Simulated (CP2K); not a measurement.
## NbSi in CP2K: the effect of functional

Crystal: NbSi.

```xyz
2
Lattice="3.1564 0.0000 0.0000 0.0000 3.1564 0.0000 0.0000 0.0000 3.1564" Properties=species:S:1:pos:R:3 pbc="T T T"
Nb    0.0000    0.0000    0.0000
Si    1.5782    1.5782    1.5782
```

The cell was built by a generator and needn't be a form met in nature.

Alike in all runs:

* Program: CP2K 2026.2
* Task: atomic charges
* Potentials or basis: POTENTIAL_UZH Nb GTH-PBE-q13, Si GTH-PBE-q4; TZVP-MOLOPT-PBE-GTH basis
* Density cutoff: 9184 eV
* k mesh: 8 × 8 × 8
* Occupations: fermi-dirac, width 0.05 eV
* Spin: no spin polarisation

| functional | pressure (GPa) |
| --- | --- |
| PBE | 0.5 |
| LDA | ? |
| PBEsol | -3.3 |
| OLYP | -3.6 |
| rev-vdW-DF2 | 0.3 |
| BEEF-vdW | 0.5 |
| MS2 | 0.5 |

**Question.** What does the run with functional LDA give?

**Answer.** Pressure -4.8 GPa.

Caveats: the basis of atomic orbitals isn't converged, which shifts pressures, moduli and gaps; the potentials were made for another functional, which shifts forces and pressure (some runs).
